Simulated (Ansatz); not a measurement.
The same calculation of CH8BClSi2, SMILES B[SiH]([SiH3])CCl as a Python script and as an input file (the Python package of Ansatz (0.2.0)).

`energy_ch8bclsi2.py`:
```python
"""Single point of CH8BClSi2 in a Gaussian basis."""

import ansatz as az

geometry_ang = [
    ("B", (-0.9802, 1.7272, 0.1433)),
    ("Si", (-0.359, -0.0165, 0.4733)),
    ("Si", (1.8411, 0.0156, 0.3246)),
    ("C", (-0.9805, -1.1846, -0.7961)),
    ("Cl", (-0.5361, -2.8619, -0.4326)),
    ("H", (-0.6974, 2.6853, 0.8225)),
    ("H", (-1.7343, 1.9649, -0.7711)),
    ("H", (-0.7244, -0.4206, 1.815)),
    ("H", (2.3986, -1.318, 0.6465)),
    ("H", (2.2739, 0.439, -0.9886)),
    ("H", (2.4013, 0.9574, 1.3513)),
    ("H", (-2.1432, -1.135, -0.7554)),
    ("H", (-0.7393, -0.8874, -1.8177)),
]
system = az.Crystal.molecule()
for symbol, xyz in geometry_ang:
    system = system.atom(symbol, xyz)

job = system.calculation()
job = job.basis(gaussian="6-31G*")
job = job.functional("cam_b3lyp")
res = job.run(threads=1)
data = res.report

print("reference energy %16.6f eV" % data["reference_energy_ev"])
print("total energy     %16.6f eV" % data["free_energy_ev"])
print("occupied orbitals outside the frozen core (up, down):", data["n_occupied"], " frozen:", data["n_frozen"], " virtual:", data["n_virtual"])

field = data["mean_field"]
print("<S^2> =", round(abs(field["state"]["spin_squared"]), 4), " all-electron relativity setting:", field["relativity"])
print("passes:", field["passes"])
if "symmetry" in field:
    print("occupied orbitals by irrep:", field["symmetry"]["occupied"])
```

```console
$ python energy_ch8bclsi2.py
reference energy    -30117.752537 eV
total energy        -30117.752537 eV
occupied orbitals outside the frozen core (up, down): [32, 32]  frozen: 0  virtual: [71, 71]
<S^2> = 0.0  all-electron relativity setting: none
passes: {'evaluations': 15, 'products': 12}
occupied orbitals by irrep: [{'A': 32}, {'A': 32}]
```

`input.yaml`:
```yaml
crystal:
  periodic: [false, false, false]
  atoms:
    - { symbol: B, position_ang: [-0.9802, 1.7272, 0.1433] }
    - { symbol: Si, position_ang: [-0.359, -0.0165, 0.4733] }
    - { symbol: Si, position_ang: [1.8411, 0.0156, 0.3246] }
    - { symbol: C, position_ang: [-0.9805, -1.1846, -0.7961] }
    - { symbol: Cl, position_ang: [-0.5361, -2.8619, -0.4326] }
    - { symbol: H, position_ang: [-0.6974, 2.6853, 0.8225] }
    - { symbol: H, position_ang: [-1.7343, 1.9649, -0.7711] }
    - { symbol: H, position_ang: [-0.7244, -0.4206, 1.815] }
    - { symbol: H, position_ang: [2.3986, -1.318, 0.6465] }
    - { symbol: H, position_ang: [2.2739, 0.439, -0.9886] }
    - { symbol: H, position_ang: [2.4013, 0.9574, 1.3513] }
    - { symbol: H, position_ang: [-2.1432, -1.135, -0.7554] }
    - { symbol: H, position_ang: [-0.7393, -0.8874, -1.8177] }
basis:
  gaussian: { orbitals: "6-31G*" }
hamiltonian:
  xc: cam_b3lyp
```

Launched from the shell:
```console
$ ansatz run input.yaml --threads 1 --pin off --max-ram 4096MiB --backend cpu --events-out ev --progress --plain --runs-dir out
Engine: ansatz 0.2.0, aarch64-unknown-linux-gnu
Functional definition: CAM-B3LYP
  parameter alpha = 0.19
  parameter beta = 0.46
  parameter omega = 0.33/bohr
  parameter ac = 0.81
  exchange = (1 - alpha - beta)*b88_x + beta*b88_x_sr(omega) + alpha*exact_x + beta*exact_x_lr(omega)
  correlation = (1 - ac)*vwn5_c + ac*lyp_c
1036 factors; integrals over basis functions are off by at most 1.0e-3 eV
382 factors; integrals over basis functions are off by at most 7.6e-6 eV
mean field evaluation 1: about -30116.3840 eV, gradient 2.1e1 eV
mean field evaluation 2: about -30116.9152 eV, gradient 1.6e1 eV
mean field evaluation 4: about -30117.5642 eV, gradient 6.3e-1 eV
mean field evaluation 8: about -30117.7524 eV, gradient 6.5e-2 eV
mean field evaluation 16: about -30117.7524 eV, gradient 2.8e-5 eV
mean field -30117.75239791 eV, -1106.8069860775 hartree, gradient 2.8e-5 eV, S^2 0.000000; 0 other end points of the search recorded, 0 dependent functions left out
reference -30117.75253685 eV, -1106.8069911833 hartree; 32, 32 occupied and 71, 71 virtual orbitals, 1036 factors
Total energy: -30117.75253685 eV, -1106.8069911833 hartree
```

Caveats:
- Total energies depend on the basis set; only differences at equal settings carry meaning.
- The geometry is a force-field or estimated start, not a minimum of this method, and the basis set is short of its limit.
- Timing: 5.1 s on 1 thread of Arm Neoverse V2 (shared host), peak memory 0.32 GiB.

(Lines on the test bed's own set-up are left out of the output.)
